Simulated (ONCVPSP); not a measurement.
**Pseudopotential generation for O: ONCV, LDA (Perdew-Wang 92)**

Aim: build the potential from the settings below, then test how well it stands in for the atom: other configurations, scattering, ghost states and the plane-wave cutoff that it needs.

The numbers are computed with ONCVPSP 4.0.1 (LDA (Perdew-Wang 92), scalar-relativistic, spin-unpolarised reference atom).

**1. Settings**

Typed settings, in words:

| Quantity | Value |
| --- | --- |
| element | oxygen (O, Z = 8) |
| type | optimised norm-conserving Vanderbilt (ONCV) |
| frozen core | [He] |
| valence charge | 6 |
| reference configuration | 2s2 2p4 |
| partial waves | 2s: rc 0.75 bohr, ncon 4, nbas 9, qcut 9 1/bohr, 3 projectors, debl 3.5 Ha; 2p: rc 1.95 bohr, ncon 5, nbas 9, qcut 6.8 1/bohr, 2 projectors, debl 1.8 Ha; d scattering state at 0.43 Ha: rc 1.64 bohr, ncon 4, nbas 7, qcut 5.7 1/bohr, 1 projector |
| local potential | polynomial inside 0.70 bohr (lpopt 1, dvloc0 6 Ha) |
| core correction | not asked for |

The outer shells as boxes (Hund's rule for the drawing; the calculation is spin-unpolarised):

```
[He] core
2s [↑↓]
2p [↑↓][↑ ][↑ ]
```

An earlier all-electron run gives the scale for the radii.

All-electron outer shells of the reference configuration (LDA (PZ), scalar-relativistic, ld1.x):

```json
{"shell": "1s", "level (eV)": "-510.89", "outermost node (bohr)": "–", "outermost maximum (bohr)": "0.13"}
{"shell": "2s", "level (eV)": "-23.75", "outermost node (bohr)": "0.28", "outermost maximum (bohr)": "0.88"}
{"shell": "2p", "level (eV)": "-9.20", "outermost node (bohr)": "–", "outermost maximum (bohr)": "0.82"}
```

**2. Generation**

O.dat

```
# ATOM AND REFERENCE CONFIGURATION
# atsym  z   nc   nv     iexc    psfile
  O 8.00    1    2  -001012      upf
#
#   n    l    f
    1    0    2.00
    2    0    2.00
    2    1    4.00
#
# PSEUDOPOTENTIAL AND OPTIMIZATION
# lmax
    2
#
#   l,   rc,      ep,       ncon, nbas, qcut
    0    0.75    0.00    4    9    9.00
    1    1.95    0.00    5    9    6.80
    2    1.64    0.43    4    7    5.70
#
# LOCAL POTENTIAL
# lloc, lpopt,  rc(5),   dvloc0
    4    1    0.70    6.00
#
# VANDERBILT-KLEINMAN-BYLANDER PROJECTORs
# l, nproj, debl
    0    3    3.50
    1    2    1.80
    2    1    0.50
#
# MODEL CORE CHARGE
# icmod, fcfact, rcfact
    0    0.00    0.00
#
# LOG DERIVATIVE ANALYSIS
# epsh1, epsh2, depsh
   -2.00    5.00    0.02
#
# OUTPUT GRID
# rlmax, drl
    6.00    0.01
#
# TEST CONFIGURATIONS
# ncnf
    4
# nvcnf
#   n    l    f
    2
    2    0    2.00
    2    1    3.00
#
    2
    2    0    2.00
    2    1    2.00
#
    2
    2    0    2.00
    2    1    1.00
#
    2
    2    0    0.00
    2    1    6.00
#
```

On the command line:

```
oncvpsp.x < O.dat > O.out
```

**Question.** What will these runs give? Wanted: cutoffs for 1 and 0.1 mHa per electron, occupied waves; bound ghosts; GHOST(+) flags; largest test error; largest phase difference near zero energy, channels read.

**Answer**, as computed:

| quantity | value |
| --- | --- |
| cutoffs for 1 and 0.1 mHa per electron, occupied waves | 40 Ha and 149 Ha |
| bound ghosts | s at -378.42 eV |
| GHOST(+) flags | s at 11102 eV |
| largest test error (AE − PS) | +2234 meV, for 2s2 2p1 |
| largest phase difference near zero energy, channels read | 0.000 rad |

A bound ghost (s) makes it unfit for use: electrons can fall into a state that the atom doesn't have. By total energies transferability is poor: the largest error is 2234 meV on 104.3 eV, for 2s2 2p1. That test lies far up in energy; among those under 40 eV, nearer to bonding, the largest error is 85 meV. It counts as hard, with 40 Ha needed at the looser tolerance. The tighter tolerance needs 149 Ha, and converged work needs a cutoff nearer that. At the looser tolerance the 2s wave is the slowest; 2p needs 19 Ha. Near zero energy the phases of the channels with partial waves agree within 0.001 rad. The program also flags highly localised states, GHOST(+) (s). These are tests on the free atom; a crystal test is still owed.
